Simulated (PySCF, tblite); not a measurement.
**C₂H₉GeN, a small molecule taken as a stand-in for a surface group (germyl): NMR shifts, core binding energies and electronic excitations**

What NMR shifts, core binding energies and electronic excitations should one expect for `C[N](C)[GeH3]`?

Computed with tblite 0.8.0 and PySCF 2.14.0; each step states its level. No surroundings beyond the atoms listed, unless a continuum is named. Atoms count from 0, parts from 1.

## (1) The system as given

13 atoms, charge 0, multiplicity 1; geometry: distance geometry start.

## (2) Relaxing the cluster with GFN2-xTB

Job settings and geometry (Å):

```
{"job": {"kind": "relax", "xc": "GFN2-xTB", "basis": "xTB"}, "charge": 0, "multiplicity": 1}
Ge     1.508962     0.488471     0.400069
N     -0.151374    -0.235325     0.212103
C     -0.320000    -1.147919    -0.884333
C     -1.266432     0.616084     0.482909
H      2.059774     0.279491     1.837844
H      2.473921    -0.244489    -0.538500
H      1.580808     2.002187     0.051361
H     -0.818199    -0.724814    -1.763687
H      0.668219    -1.538405    -1.137023
H     -0.894309    -2.035409    -0.487310
H     -2.203286     0.399522    -0.143581
H     -1.043108     1.698597     0.437219
H     -1.585189     0.410678     1.542210
```

Method: GFN2-xTB geometry optimisation, gas phase.

Launch:

```bash
$ OMP_NUM_THREADS=1 python cluster_run.py task.json out
```

One launch serves the whole session: the jobs run in the order shown.

What it wrote:

```text
step      E/eV     max force
  0    -372.51815    2.206
  1    -372.65453    0.762
  2    -372.70214    0.522
  3    -372.72679    0.561
  4    -372.74556    0.274
  5    -372.75164    0.168
  6    -372.75609    0.172
  7    -372.76117    0.243
  8    -372.76859    0.330
  9    -372.77539    0.302
 10    -372.78048    0.198
 11    -372.78467    0.242
 12    -372.78958    0.225
 13    -372.79519    0.294
 14    -372.80084    0.283
 15    -372.80621    0.241
 16    -372.81143    0.259
 17    -372.81637    0.209
 18    -372.82074    0.179
 19    -372.82497    0.216
 20    -372.83051    0.229
 21    -372.83794    0.228
 22    -372.84562    0.270
 23    -372.85215    0.202
 24    -372.85541    0.168
 25    -372.85825    0.255
 26    -372.86107    0.185
 27    -372.86901    0.119
 28    -372.87175    0.159
 29    -372.87620    0.174
 30    -372.87971    0.152
 31    -372.88413    0.145
 32    -372.88764    0.151
 33    -372.89077    0.154
 34    -372.89388    0.138
 35    -372.89701    0.149
 36    -372.89971    0.122
 37    -372.90163    0.100
 38    -372.90340    0.118
 39    -372.90609    0.150
 40    -372.90922    0.158
 41    -372.91170    0.135
 42    -372.91367    0.138
 43    -372.91599    0.137
 44    -372.91951    0.167
 45    -372.92354    0.184
 46    -372.92656    0.123
 47    -372.92829    0.127
 48    -372.92981    0.110
 49    -372.93160    0.124
 50    -372.93429    0.110
 51    -372.93533    0.071
 52    -372.93601    0.067
 53    -372.93668    0.076
 54    -372.93751    0.080
 55    -372.93819    0.065
 56    -372.93866    0.073
 57    -372.93901    0.062
 58    -372.93933    0.044
 59    -372.93959    0.039
 60    -372.93980    0.042
 61    -372.94001    0.042
 62    -372.94029    0.045
 63    -372.94067    0.059
 64    -372.94112    0.056
 65    -372.94154    0.057
 66    -372.94193    0.055
 67    -372.94232    0.070
 68    -372.94273    0.068
 69    -372.94314    0.050
 70    -372.94345    0.035
 71    -372.94366    0.036
 72    -372.94385    0.039
 73    -372.94408    0.036
 74    -372.94436    0.039
 75    -372.94460    0.038
 76    -372.94477    0.032
 77    -372.94491    0.034
 78    -372.94508    0.041
 79    -372.94532    0.041
 80    -372.94561    0.039
 81    -372.94588    0.046
 82    -372.94610    0.043
 83    -372.94635    0.038
 84    -372.94663    0.050
 85    -372.94690    0.051
 86    -372.94709    0.031
 87    -372.94719    0.025
 88    -372.94728    0.025
 89    -372.94736    0.027
 90    -372.94746    0.027
 91    -372.94755    0.022
 92    -372.94763    0.019
 93    -372.94768    0.019
 94    -372.94771    0.013
 95    -372.94773    0.009
 96    -372.94774    0.010
 97    -372.94775    0.012
 98    -372.94776    0.010
 99    -372.94777    0.005
```

Wall time 1.1 s (1 thread of Arm Neoverse V2, shared host).

The steps of the relaxation:

| step | energy from step 0 (eV) | largest force (eV/Å) |
| --- | --- | --- |
| 0 | 0.0000 | 2.2063 |
| 4 | -0.2274 | 0.2731 |
| 8 | -0.2504 | 0.3307 |
| 12 | -0.2714 | 0.2251 |
| 16 | -0.2933 | 0.2590 |
| 20 | -0.3124 | 0.2294 |
| 24 | -0.3373 | 0.1680 |
| 28 | -0.3536 | 0.1587 |
| 32 | -0.3695 | 0.1509 |
| 36 | -0.3816 | 0.1227 |
| 40 | -0.3911 | 0.1575 |
| 44 | -0.4014 | 0.1663 |
| 48 | -0.4117 | 0.1091 |
| 52 | -0.4179 | 0.0669 |
| 56 | -0.4205 | 0.0729 |
| 60 | -0.4216 | 0.0422 |
| 64 | -0.4230 | 0.0565 |
| 68 | -0.4246 | 0.0680 |
| 72 | -0.4257 | 0.0393 |
| 76 | -0.4266 | 0.0324 |
| 80 | -0.4275 | 0.0394 |
| 84 | -0.4285 | 0.0498 |
| 88 | -0.4291 | 0.0244 |
| 92 | -0.4295 | 0.0187 |
| 96 | -0.4296 | 0.0102 |
| 99 | -0.4296 | 0.0050 |

Close pairs (by a distance rule), those that changed most:

| bond | before (Å) | after (Å) | change (Å) |
| --- | --- | --- | --- |
| Ge0–H6 | 1.555 | 1.494 | -0.061 |
| C3–H10 | 1.148 | 1.094 | -0.054 |
| Ge0–H4 | 1.554 | 1.514 | -0.040 |
| Ge0–H5 | 1.533 | 1.494 | -0.039 |
| C2–H9 | 1.129 | 1.098 | -0.031 |
| C3–H12 | 1.125 | 1.098 | -0.027 |
| N1–C3 | 1.429 | 1.446 | +0.018 |
| C3–H11 | 1.106 | 1.090 | -0.016 |

## (3) Optimising the geometry at PBE0-D3(BJ)/def2-SVP

Job settings and geometry (Å):

```
{"job": {"xc": "PBE0", "basis": "def2-SVP", "d3": "d3bj", "grid": 2, "kind": "geom", "shake": 0.01}, "charge": 0, "multiplicity": 1}
Ge     1.581600     0.506722     0.384703
N     -0.091482     0.113010    -0.278853
C     -0.356749    -1.222782    -0.774245
C     -1.226773     0.701753     0.331943
H      1.939029    -0.061260     1.712951
H      2.525436     0.039668    -0.645526
H      1.582830     2.019948     0.496338
H     -1.125734    -1.190168    -1.510958
H      0.563054    -1.597506    -1.224520
H     -0.633164    -1.917810     0.042022
H     -2.081551     0.737360    -0.386480
H     -1.024530     1.715343     0.665795
H     -1.641758     0.138349     1.194235
```

What it wrote:

```text
step   0  E = -2212.57711710  max force = 0.026639
step   1  E = -2212.58298758  max force = 0.004372
step   2  E = -2212.58319119  max force = 0.000971
step   3  E = -2212.58320090  max force = 0.000407
optimisation converged
```

Wall time 29 s (1 thread of Arm Neoverse V2, shared host); peak memory 0.64 GiB.

The steps of the relaxation:

| step | energy from step 0 (eV) | largest force component (eV/Å) |
| --- | --- | --- |
| 0 | 0.0000 | 1.3698 |
| 1 | -0.1597 | 0.2248 |
| 2 | -0.1653 | 0.0499 |
| 3 | -0.1655 | 0.0209 |

Close pairs (by a distance rule), those that changed most:

| bond | before (Å) | after (Å) | change (Å) |
| --- | --- | --- | --- |
| Ge0–H5 | 1.473 | 1.539 | +0.065 |
| Ge0–H4 | 1.488 | 1.553 | +0.064 |
| C2–H7 | 1.065 | 1.106 | +0.041 |
| N1–C3 | 1.417 | 1.439 | +0.021 |
| Ge0–H6 | 1.517 | 1.539 | +0.021 |
| C3–H11 | 1.086 | 1.101 | +0.015 |
| C2–H8 | 1.091 | 1.101 | +0.011 |
| C3–H10 | 1.117 | 1.106 | -0.011 |

The end geometry stands in the next job.

| at the end point | value |
| --- | --- |
| point group (found at 0.08 Å tolerance) | Cs |
| rotational constants (GHz, main isotopes) | 8.322, 2.902, 2.290 |
| dipole moment (D) | 0.45 |

## (4) Shielding tensors: PBE0/pcSseg-2

Job settings and geometry (Å):

```
{"job": {"kind": "nmr", "xc": "PBE0", "basis": "pcSseg-2"}, "charge": 0, "multiplicity": 1}
Ge     1.590534     0.598072     0.344647
N     -0.077681     0.131314    -0.263761
C     -0.294175    -1.204030    -0.753517
C     -1.237867     0.727519     0.343222
H      1.949514    -0.021790     1.722095
H      2.603691     0.099761    -0.700555
H      1.607834     2.131229     0.472110
H     -1.107603    -1.214751    -1.503451
H      0.609813    -1.589406    -1.250579
H     -0.576016    -1.930993     0.039272
H     -2.076822     0.762131    -0.377334
H     -1.029511     1.764710     0.648777
H     -1.604404     0.181524     1.239960
```

With the program's defaults for keys left out, this is: GIAO PBE0/pcSseg-2 NMR shielding, non-relativistic, gas phase.

What it wrote:

```text
coarse grid: 45144 points
cycle   1  E = -2212.9594986345  dE = -5.757e-01  |g| = 1.045e+00  |ddm| = 2.290e+00
cycle   2  E = -2212.8944376632  dE =  6.506e-02  |g| = 1.234e+00  |ddm| = 7.748e-01
cycle   3  E = -2213.0210813641  dE = -1.266e-01  |g| = 1.614e-01  |ddm| = 5.479e-01
cycle   4  E = -2213.0246792054  dE = -3.598e-03  |g| = 8.356e-02  |ddm| = 1.338e-01
cycle   5  E = -2213.0259545080  dE = -1.275e-03  |g| = 7.122e-03  |ddm| = 5.235e-02
cycle   6  E = -2213.0259636108  dE = -9.103e-06  |g| = 1.472e-03  |ddm| = 6.458e-03
final grid: 94800 points
cycle   7  E = -2213.0259513613  dE = -2.397e-07  |g| = 1.324e-03  |ddm| = 3.448e-03
cycle   8  E = -2213.0259513810  dE = -1.971e-08  |g| = 1.488e-03  |ddm| = 1.835e-03
cycle   9  E = -2213.0259517443  dE = -3.633e-07  |g| = 2.080e-04  |ddm| = 8.073e-04
cycle  10  E = -2213.0259517489  dE = -4.535e-09  |g| = 1.874e-05  |ddm| = 1.042e-04
cycle  11  E = -2213.0259517489  dE = -5.184e-11  |g| = 7.025e-06  |ddm| = 1.705e-05
converged SCF energy = -2213.0259517489

GIAO shielding tensors (ppm)
atom      isotropic    diamagn.    paramagn.     s11        s22        s33       span
  0 Ge    1443.827    2756.603   -1312.776   1321.858   1344.804   1664.818    342.960
  1 N      251.463     317.511     -66.048    214.150    269.508    270.730     56.579
  2 C      139.890     240.678    -100.788    116.363    119.250    184.055     67.692
  3 C      139.851     240.614    -100.763    116.383    119.134    184.038     67.655
  4 H       26.459      28.971      -2.512     20.459     21.876     37.043     16.584
  5 H       26.717      29.265      -2.548     20.456     22.594     37.103     16.647
  6 H       26.720      29.257      -2.536     20.463     22.601     37.096     16.633
  7 H       28.711      29.143      -0.432     24.300     26.214     35.618     11.319
  8 H       28.548      29.752      -1.204     23.737     27.010     34.897     11.160
  9 H       28.793      29.525      -0.732     24.413     26.571     35.395     10.982
 10 H       28.711      29.109      -0.398     24.309     26.213     35.611     11.302
 11 H       28.546      29.694      -1.148     23.739     27.004     34.895     11.155
 12 H       28.787      29.488      -0.701     24.401     26.567     35.394     10.992
```

It took 41 s on 1 thread of Arm Neoverse V2, shared host; peak memory 1.1 GiB.

Shifts follow as δ = σ(reference) − σ, with reference shieldings (ppm) from runs at the same level and on the same kind of geometry: ¹H TMS 31.25, ¹³C TMS 184.1, ¹⁵N NH3 261.7, ⁷³Ge GeMe4 1337. The references are single molecules in the gas phase, so shifts against H2O, NH3, PH3, H3PO4 or CFCl3 are not on the usual liquid scales and can be off by tens of ppm. Atoms listed in one row are averaged.

| atoms | environment | σ (ppm) | δ (ppm) |
| --- | --- | --- | --- |
| C2, C3 | carbon bonded to N, 3 H | 139.9 | 44.3 |
| H4 | hydrogen on a germanium bonded to N | 26.46 | 4.79 |
| H5, H6 | hydrogen on a germanium bonded to N | 26.72 | 4.53 |
| H8, H11 | hydrogen on a carbon bonded to N | 28.55 | 2.70 |
| H7, H10 | hydrogen on a carbon bonded to N | 28.71 | 2.53 |
| H9, H12 | hydrogen on a carbon bonded to N | 28.79 | 2.45 |
| Ge0 | germanium bonded to N, 3 H | 1444 | -107 |
| N1 | nitrogen bonded to 2 C, Ge | 251.5 | 10.2 |

Charges from the same density, by scheme (e):

| atoms | Mulliken | IAO | Hirshfeld | ESP fit |
| --- | --- | --- | --- | --- |
| Ge0 | 0.44 | 0.60 | 0.35 | 0.24 |
| N1 | -0.48 | -0.46 | -0.19 | -0.06 |
| C2, C3 | 0.09 | -0.30 | -0.08 | -0.48 |

Mayer bond orders: Ge0–N1 1.05, N1–C2 0.97, N1–C3 0.97.

## (5) X-ray photoelectron lines: SCAN, X2C

The job, as its differences from that of step 4:

```diff
@@ -1,2 +1,2 @@
-{"job": {"kind": "nmr", "xc": "PBE0", "basis": "pcSseg-2"}, "charge": 0, "multiplicity": 1}
+{"job": {"kind": "xps", "holes": 5}, "charge": 0, "multiplicity": 1}
 Ge     1.590534     0.598072     0.344647
```

Method: delta-SCF UKS SCAN, pcX-2 on the ionised atom, pcseg-1 elsewhere, spin-free X2C.

What it wrote:

```text
ground state, core basis on atom 1 (N), 145 functions
  cycle   1  E = -2230.25651337  |g| = 4.47e-01
  cycle   2  E = -2230.14565273  |g| = 8.03e-01
  cycle   3  E = -2230.30353064  |g| = 1.31e-01
  cycle   4  E = -2230.30704978  |g| = 3.62e-02
  cycle   5  E = -2230.30734385  |g| = 8.93e-03
  cycle   6  E = -2230.30736019  |g| = 1.08e-03
  cycle   7  E = -2230.30735933  |g| = 3.46e-04
  E(ground) = -2230.44489842 Eh
hole in N 1s of atom 1
  cycle   1  E = -2214.73437251  |g| = 1.88e+00
  cycle   2  E = -2213.79669041  |g| = 2.26e+00
  cycle   3  E = -2215.38819713  |g| = 4.36e-01
  cycle   4  E = -2215.45286289  |g| = 1.04e-01
  cycle   5  E = -2215.45735905  |g| = 1.99e-02
  cycle   6  E = -2215.45755716  |g| = 7.36e-03
  cycle   7  E = -2215.45758696  |g| = 2.30e-03
  cycle   8  E = -2215.45758987  |g| = 1.16e-03
  cycle   9  E = -2215.45759223  |g| = 2.66e-04
  E(ion) = -2215.59426227 Eh   <S^2> = 0.7673   hole on atom = 1.000   binding energy = 404.106 eV
ground state, core basis on atom 2 (C), 145 functions
  cycle   1  E = -2230.29280234  |g| = 5.68e-02
  cycle   2  E = -2230.29277858  |g| = 1.70e-02
  cycle   3  E = -2230.29269652  |g| = 2.51e-02
  cycle   4  E = -2230.29284505  |g| = 2.99e-03
  cycle   5  E = -2230.29284480  |g| = 5.67e-04
  cycle   6  E = -2230.29284530  |g| = 7.34e-05
  E(ground) = -2230.43139853 Eh
hole in C 1s of atom 2
  cycle   1  E = -2219.02811156  |g| = 1.50e+00
  cycle   2  E = -2218.30152160  |g| = 1.86e+00
  cycle   3  E = -2219.54196292  |g| = 3.27e-01
  cycle   4  E = -2219.58213244  |g| = 8.88e-02
  cycle   5  E = -2219.58514221  |g| = 3.98e-02
  cycle   6  E = -2219.58580336  |g| = 1.16e-02
  cycle   7  E = -2219.58584704  |g| = 7.96e-03
  cycle   8  E = -2219.58588577  |g| = 2.56e-03
  cycle   9  E = -2219.58589023  |g| = 1.16e-03
  cycle  10  E = -2219.58589131  |g| = 3.24e-04
  E(ion) = -2219.72353834 Eh   <S^2> = 0.7706   hole on atom = 1.000   binding energy = 291.376 eV
```

Wall time 13 s (1 thread of Arm Neoverse V2, shared host); peak memory 0.47 GiB.

Binding energies by hole, beside the orbital energy of the ground state; the difference holds orbital relaxation and, for a density functional, its self-interaction error:

| hole | stands for | environment | ΔSCF (eV) | −ε (eV) | ⟨S²⟩ |
| --- | --- | --- | --- | --- | --- |
| N1s on N1 | N1 | nitrogen bonded to 2 C, Ge | 404.11 | 385.6 | 0.767 |
| C1s on C2 | C2, C3 | carbon bonded to N, 3 H | 291.38 | 274.2 | 0.771 |

Each hole run stands for the others of its class of like atoms.

## (6) TDDFT and polarisability: CAM-B3LYP/def2-SVPD

The job, as its differences from that of step 5:

```diff
@@ -1,2 +1,2 @@
-{"job": {"kind": "xps", "holes": 5}, "charge": 0, "multiplicity": 1}
+{"job": {"kind": "uv", "xc": "CAM-B3LYP", "basis": "def2-SVPD", "nstates": 6, "ntriplets": 2, "ip": true}, "charge": 0, "multiplicity": 1}
 Ge     1.590534     0.598072     0.344647
```

Level: TDDFT CAM-B3LYP/def2-SVPD, vertical, gas phase, core orbitals frozen in the response.

What it wrote:

```text
coarse grid: 45144 points
cycle   1  E = -2213.0213150106  dE = -4.584e-01  |g| = 4.690e-01  |ddm| = 4.383e+00
cycle   2  E = -2213.0159895013  dE =  5.326e-03  |g| = 5.193e-01  |ddm| = 1.145e+00
cycle   3  E = -2213.0544009250  dE = -3.841e-02  |g| = 5.259e-02  |ddm| = 5.992e-01
cycle   4  E = -2213.0548630209  dE = -4.621e-04  |g| = 2.870e-02  |ddm| = 7.722e-02
cycle   5  E = -2213.0550102089  dE = -1.472e-04  |g| = 2.500e-03  |ddm| = 3.062e-02
cycle   6  E = -2213.0550119242  dE = -1.715e-06  |g| = 4.077e-04  |ddm| = 8.835e-03
final grid: 94800 points
cycle   7  E = -2213.0549638641  dE = -9.876e-08  |g| = 1.844e-04  |ddm| = 3.759e-03
cycle   8  E = -2213.0549638766  dE = -1.250e-08  |g| = 1.074e-04  |ddm| = 1.074e-03
cycle   9  E = -2213.0549638797  dE = -3.045e-09  |g| = 2.508e-05  |ddm| = 1.896e-04
cycle  10  E = -2213.0549638800  dE = -3.120e-10  |g| = 1.923e-05  |ddm| = 8.792e-05
converged SCF energy = -2213.0549638800

Static polarisability (au): isotropic 66.873, principal 59.835 66.795 73.990

Singlet excitations
state   eV       nm        f      main configurations
  1   5.4555    227.3   0.01108   H->L 0.64, H->L+1 0.33
  2   6.0192    206.0   0.04547   H->L+1 0.56, H->L 0.33
  3   6.5386    189.6   0.00269   H->L+2 0.87
  4   6.7811    182.8   0.00622   H->L+3 0.92
  5   7.0319    176.3   0.02838   H->L+5 0.73, H->L+4 0.23
  6   7.1168    174.2   0.00000   H->L+4 0.67, H->L+5 0.21, H->L+2 0.10

Triplet excitations (Tamm-Dancoff, eV): 5.2532 5.6522
Vertical ionisation energy (delta-SCF) = 8.1723 eV
```

Run time: 33 s. Hardware: 1 thread of Arm Neoverse V2, shared host; peak memory 0.88 GiB.

Frontier orbitals and where they lie:

| orbital | eV | atoms |
| --- | --- | --- |
| HOMO−3 | -11.08 | Ge0 28 %, H4 24 %, N1 18 % |
| HOMO−2 | -10.87 | Ge0 39 %, H5 23 %, H6 23 % |
| HOMO−1 | -10.74 | Ge0 28 %, N1 20 %, H6 10 % |
| HOMO | -7.50 | N1 56 %, C3 9 %, C2 9 % |
| LUMO | 0.98 | Ge0 44 %, H6 8 %, H5 8 % |
| LUMO+1 | 1.39 | Ge0 42 %, H4 13 %, H5 10 % |
| LUMO+2 | 2.07 | Ge0 27 %, C3 11 %, C2 11 % |

With each of the 6 states as a Gaussian band of 0.4 eV half-width at 1/e, the curve within the window shown has maxima at 206 nm (ε 1,900), 177 nm (ε 1,400) L/(mol cm). Beyond the last state computed it falls off for lack of states. The curve at chosen wavelengths:

```json
{"nm": "167", "ε (L/mol/cm)": "476"}
{"nm": "171", "ε (L/mol/cm)": "940"}
{"nm": "174", "ε (L/mol/cm)": "1234"}
{"nm": "178", "ε (L/mol/cm)": "1362"}
{"nm": "181", "ε (L/mol/cm)": "1254"}
{"nm": "185", "ε (L/mol/cm)": "1007"}
{"nm": "188", "ε (L/mol/cm)": "887"}
{"nm": "192", "ε (L/mol/cm)": "944"}
{"nm": "195", "ε (L/mol/cm)": "1154"}
{"nm": "199", "ε (L/mol/cm)": "1539"}
{"nm": "202", "ε (L/mol/cm)": "1788"}
{"nm": "206", "ε (L/mol/cm)": "1932"}
{"nm": "209", "ε (L/mol/cm)": "1872"}
{"nm": "213", "ε (L/mol/cm)": "1627"}
{"nm": "216", "ε (L/mol/cm)": "1391"}
{"nm": "220", "ε (L/mol/cm)": "1090"}
{"nm": "223", "ε (L/mol/cm)": "902"}
{"nm": "227", "ε (L/mol/cm)": "706"}
{"nm": "230", "ε (L/mol/cm)": "587"}
{"nm": "234", "ε (L/mol/cm)": "451"}
{"nm": "237", "ε (L/mol/cm)": "361"}
{"nm": "241", "ε (L/mol/cm)": "257"}
{"nm": "244", "ε (L/mol/cm)": "191"}
{"nm": "248", "ε (L/mol/cm)": "123"}
{"nm": "251", "ε (L/mol/cm)": "84"}
{"nm": "255", "ε (L/mol/cm)": "49"}
```

Ground-state properties from the same run:

| property | computed |
| --- | --- |
| dipole moment (D) | 0.41 |
| polarisability (Å³) | 9.91 |
| HOMO–LUMO gap (eV) | 8.48 |
| −ε(HOMO) (eV) | 7.50 |

## (7) What came out

| quantity | value |
| --- | --- |
| point group | Cs |
| rotational constants (main isotopes) | 8.32, 2.90, 2.29 GHz |
| ¹³C shifts against TMS (PBE0/pcSseg-2, means over atoms taken as alike) | 44.3 ppm |
| ¹H shifts against TMS (PBE0/pcSseg-2, means over atoms taken as alike) | 4.79, 4.53, 2.70, 2.53, 2.45 ppm |
| ⁷³Ge shifts against GeMe4 (PBE0/pcSseg-2) | -107 ppm |
| ¹⁵N shifts against NH3 (PBE0/pcSseg-2) | 10.2 ppm |
| N1s binding energies, SCAN/pcX-2 | N1 404.11 eV |
| C1s binding energies, SCAN/pcX-2 | C2 291.38 eV |
| lowest singlet (CAM-B3LYP/def2-SVPD) | 5.46 eV (227 nm), f = 0.011 |
| brightest single state of those computed | state 2, 6.02 eV, f = 0.045 |
| lowest triplet | 5.25 eV |
| vertical ionisation energy (ΔSCF) | 8.17 eV |

In words: The optimisation took 3 steps and gained 0.166 eV; among the close pairs (by a distance rule), Ge0–H5 changed most, from 1.473 to 1.539 Å (PBE0/def2-SVP). At PBE0/pcSseg-2: Shielding is most anisotropic at Ge0 (span 343 ppm, paramagnetic term -1313 ppm). The lowest singlet, at 5.46 eV, is HOMO→LUMO 0.64, HOMO→LUMO+1 0.33 and is weak; of the 6 states computed, the strongest absorption comes from state 2 at 6.02 eV. The lowest triplet lies 0.20 eV below the lowest singlet (triplets in Tamm-Dancoff, singlets in full TDDFT). ΔSCF puts the ionisation energy at 8.17 eV, 0.67 eV above −ε(HOMO). Spin-orbit coupling is left out, which matters for shieldings and couplings at and beside the heavy atoms. A capped cluster stands for the solid here, so long-range fields and strain are missing, and bands or shifts of the capping hydrogens have no counterpart in it.
